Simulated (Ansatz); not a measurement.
# GePH₂ (quartet): the correlation ladder at a displaced geometry (v2), cc-pVDZ

Aim: climb from Hartree-Fock through coupled cluster and multireference methods for GePH₂ (quartet) at one geometry and basis, and see what each rung misses.

Method: cc-pVDZ, core rule «outside noble gas», up to 19 orbitals frozen; program: Ansatz 0.2.0, Gaussian basis.

To be run: UHF; CCSD(T) on ROHF; CCSD(T) on UHF; BCCD(T) on ROHF; CISD; CCSDT(Q) on ROHF; CCSDT(Q) on UHF; CASSCF and MRCISD+Q, 11 electrons in 10 orbitals; CASSCF and NEVPT2, 11 electrons in 10 orbitals.

21 further runs of the same task are left out: 13 that didn't finish, 8 set aside as unsound or not needed.

**1. What is computed**

The geometry is a PBE0/def2-TZVP stationary point (not a proven minimum) with its atoms shifted at random (size 0.100 Å). No spin-orbit coupling is included. The filled d shell of Ge may be among the frozen orbitals whatever the setting's name suggests; the logs give the count.

4 atoms, charge 0, spin multiplicity 4.

Atoms are counted from 1 here; the program's logs count them from 0.

Bond lengths: Ge1–P2 2.564 Å, P2–H3 1.401 Å, P2–H4 1.487 Å. Angles: Ge1–P2–H3 132.1°, Ge1–P2–H4 127.7°, H3–P2–H4 98.5°.

As a file:

```xyz
4
GeH2P
Ge    0.0492   -0.0015    0.8168
P    -0.1156    0.0069   -1.7415
H    -0.0390    1.0402   -2.6838
H     0.0441   -1.1466   -2.6656
```

**2. UHF**

Input file in.yaml:

```yaml
crystal:
  periodic: [false, false, false]
  atoms:
    - {symbol: Ge, position_ang: [0.049237, -0.001469, 0.816813]}
    - {symbol: P, position_ang: [-0.115637, 0.006905, -1.741521]}
    - {symbol: H, position_ang: [-0.039016, 1.040246, -2.683811]}
    - {symbol: H, position_ang: [0.044092, -1.146554, -2.665597]}
basis:
  gaussian: {orbitals: cc-pVDZ}
magnetization: {spin_polarized: true, initial_magnetization: 3}
hamiltonian: {xc: hf}
output: {orbitals: {seedname: orbitals}}
```

The run is started by

```sh
$ ansatz run in.yaml --threads 1 --pin off --events-out ev --progress --plain --max-ram 2393MiB
```

After this run come: CCSD(T) on ROHF; CCSD(T) on UHF; BCCD(T) on ROHF; CISD; CCSDT(Q) on ROHF; CCSDT(Q) on UHF; CASSCF and MRCISD+Q, 11 electrons in 10 orbitals; CASSCF and NEVPT2, 11 electrons in 10 orbitals.

Before running them: what should the planned runs give, taken together? Wanted: UCCSDT(Q) below the RHF energy; RMP2 from UCCSDT(Q); UMP2 from UCCSDT(Q); RCCSD from UCCSDT(Q); RCCSD(T) from UCCSDT(Q); UCCSD(T) from UCCSDT(Q); RCCSDT(Q) from UCCSDT(Q); NEVPT2 valence from UCCSDT(Q); MRCISD+Q valence from UCCSDT(Q).

The runs gave:

| quantity | value |
| --- | --- |
| UCCSDT(Q) below the RHF energy | -5.7557 eV |
| RMP2 from UCCSDT(Q) | +28.25 kcal/mol |
| UMP2 from UCCSDT(Q) | +28.97 kcal/mol |
| RCCSD from UCCSDT(Q) | +4.55 kcal/mol |
| RCCSD(T) from UCCSDT(Q) | +1.12 kcal/mol |
| UCCSD(T) from UCCSDT(Q) | +0.95 kcal/mol |
| RCCSDT(Q) from UCCSDT(Q) | +0.18 kcal/mol |
| NEVPT2 valence from UCCSDT(Q) | +25.31 kcal/mol |
| MRCISD+Q valence from UCCSDT(Q) | +0.67 kcal/mol |
| levels within 1 kcal/mol (43 meV) | UCCSD(T), RCCSDT, UCCSDT, RCCSDT(Q), MRCISD+Q valence |
| T1 diagnostic | 0.020 |
| effectively unpaired electrons | 3.02 |

What this shows: RCCSD(T) lands +1.12 kcal/mol from the yardstick (0.8 % of the correlation energy). One determinant dominates. Of the multireference levels listed MRCISD+Q valence comes nearest in total energy (+0.67 kcal/mol), which doesn't show that its space is the better one. These misses are within one basis, not against nature; the frozen cores of restricted and unrestricted runs differ, which can shift their rows.
